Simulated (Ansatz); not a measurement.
I need a short molecular-dynamics run of CH4OSn, SMILES [CH2]1[O][SnH2]1. Use Ansatz 0.2.0, Python API. Level of theory (for the species named): PBE, def2-SVP basis, multiplicity 1, D4 dispersion.

```xyz
7

C    -0.7509   -0.4635   -0.6109
O    -0.3398   -1.0989    0.4585
Sn    0.7040    0.6431    0.3614
H    -0.4437   -0.9075   -1.5759
H    -1.8325   -0.0588   -0.4838
H     0.3012    1.6049    1.7802
H     2.4230    0.2128    0.0248
```

`run_md.py`
```python
# -*- coding: utf-8 -*-
'''Molecular dynamics of one CH4OSn molecule.'''

from dataclasses import dataclass
import warnings

import ansatz as az
import numpy as np


@dataclass(frozen=True)
class RunConfig:
    basis_set: str = 'def2-SVP'
    xc: str = 'PBE'
    vdw: str = 'd4'
    n_steps: int = 40
    temperature_k: int = 300


opts = RunConfig()


def main():
    warnings.simplefilter('ignore', az.DeckWarning)

    mol = (
        az.Crystal.molecule()
        .atom('C', (-0.7509, -0.4635, -0.6109))
        .atom('O', (-0.3398, -1.0989, 0.4585))
        .atom('Sn', (0.704, 0.6431, 0.3614))
        .atom('H', (-0.4437, -0.9075, -1.5759))
        .atom('H', (-1.8325, -0.0588, -0.4838))
        .atom('H', (0.3012, 1.6049, 1.7802))
        .atom('H', (2.423, 0.2128, 0.0248))
    )

    calc = (
        mol.calculation()
        .basis(gaussian=opts.basis_set)
        .functional(opts.xc, dispersion=opts.vdw)
        .accuracy('medium')
    )
    symbols = [site.symbol for site in mol.cartesian_sites]
    start = np.array([site.position_ang for site in mol.cartesian_sites], dtype=float)
    rep = calc.relax(force_tolerance=0.02).run().report
    end = np.array(rep['positions_ang'])
    minimum = az.Crystal.molecule()
    for symbol, place in zip(symbols, end):
        minimum = minimum.atom(symbol, place.tolist())

    # dynamics from the relaxed geometry
    calc = (
        minimum.calculation()
        .basis(gaussian=opts.basis_set)
        .functional(opts.xc, dispersion=opts.vdw)
        .accuracy('medium')
        .md('nvt_nose_hoover', timestep=0.5, steps=opts.n_steps, temperature=opts.temperature_k, initial_velocities='maxwell_boltzmann', seed=57, thermostat_time=10)
    )
    frames = []
    res = calc.session().plan().execute(on_event=lambda e: frames.append(e['data']) if e['event'] == 'md_step' else None)
    print('t (fs)   E_pot (eV)      E_kin (eV)   T (K)   d(0-1) (A)')
    for f in frames[::1]:
        xyz = np.array(f['positions_ang'])
        print(f'{f["time_fs"]:6.2f} {f["lagrangian_ev"]:14.5f} {f["e_kin_ev"]:10.5f} {f["temperature_k"]:8.1f} {np.linalg.norm(xyz[0] - xyz[1]):9.4f}')
    kept = np.array([f['conserved_ev'] for f in frames])
    print(f'conserved energy moves by at most {1000 * np.ptp(kept):.3f} meV')


if __name__ == '__main__':
    main()
```

```console
$ python run_md.py
t (fs)   E_pot (eV)      E_kin (eV)   T (K)   d(0-1) (A)
  0.00    -8972.71357    0.19389    300.0    1.2698
  0.50    -8972.70931    0.18968    293.5    1.2751
  1.00    -8972.69736    0.17792    275.3    1.2803
  1.50    -8972.68026    0.16115    249.3    1.2852
  2.00    -8972.66167    0.14301    221.3    1.2900
  2.50    -8972.64525    0.12712    196.7    1.2944
  3.00    -8972.63357    0.11604    179.5    1.2984
  3.50    -8972.62731    0.11044    170.9    1.3019
  4.00    -8972.62524    0.10918    168.9    1.3050
  4.50    -8972.62492    0.10994    170.1    1.3077
  5.00    -8972.62375    0.11016    170.5    1.3098
  5.50    -8972.61983    0.10799    167.1    1.3114
  6.00    -8972.61252    0.10273    159.0    1.3125
  6.50    -8972.60254    0.09504    147.1    1.3130
  7.00    -8972.59173    0.08668    134.1    1.3130
  7.50    -8972.58261    0.08013    124.0    1.3124
  8.00    -8972.57779    0.07802    120.7    1.3113
  8.50    -8972.57926    0.08248    127.6    1.3096
  9.00    -8972.58780    0.09458    146.3    1.3073
  9.50    -8972.60255    0.11381    176.1    1.3044
 10.00    -8972.62105    0.13808    213.6    1.3011
 10.50    -8972.63969    0.16402    253.8    1.2973
 11.00    -8972.65453    0.18771    290.4    1.2931
 11.50    -8972.66235    0.20562    318.2    1.2887
 12.00    -8972.66150    0.21566    333.7    1.2839
 12.50    -8972.65254    0.21781    337.0    1.2791
 13.00    -8972.63822    0.21432    331.6    1.2741
 13.50    -8972.62267    0.20901    323.4    1.2692
 14.00    -8972.60993    0.20579    318.4    1.2644
 14.50    -8972.60240    0.20713    320.5    1.2598
 15.00    -8972.59987    0.21300    329.6    1.2555
 15.50    -8972.59982    0.22100    341.9    1.2517
 16.00    -8972.59860    0.22750    352.0    1.2484
 16.50    -8972.59293    0.22908    354.5    1.2458
 17.00    -8972.58092    0.22371    346.1    1.2440
 17.50    -8972.56254    0.21118    326.8    1.2432
 18.00    -8972.53941    0.19310    298.8    1.2432
 18.50    -8972.51445    0.17242    266.8    1.2442
 19.00    -8972.49130    0.15290    236.6    1.2462
 19.50    -8972.47370    0.13842    214.2    1.2491
 20.00    -8972.46468    0.13217    204.5    1.2530
conserved energy moves by at most 1.597 meV
```

The settings weren't tested for convergence. The trajectory is only some femtoseconds long, so its temperature is not equilibrated; where the script doesn't relax first, it starts from a rough generated geometry. def2 sets replace the cores of elements past krypton by effective core potentials. The temperature counts the internal degrees of freedom alone. Hardware and time: 97 s on 1 thread of Arm Neoverse V1, on a shared host, peak memory 0.21 GiB.
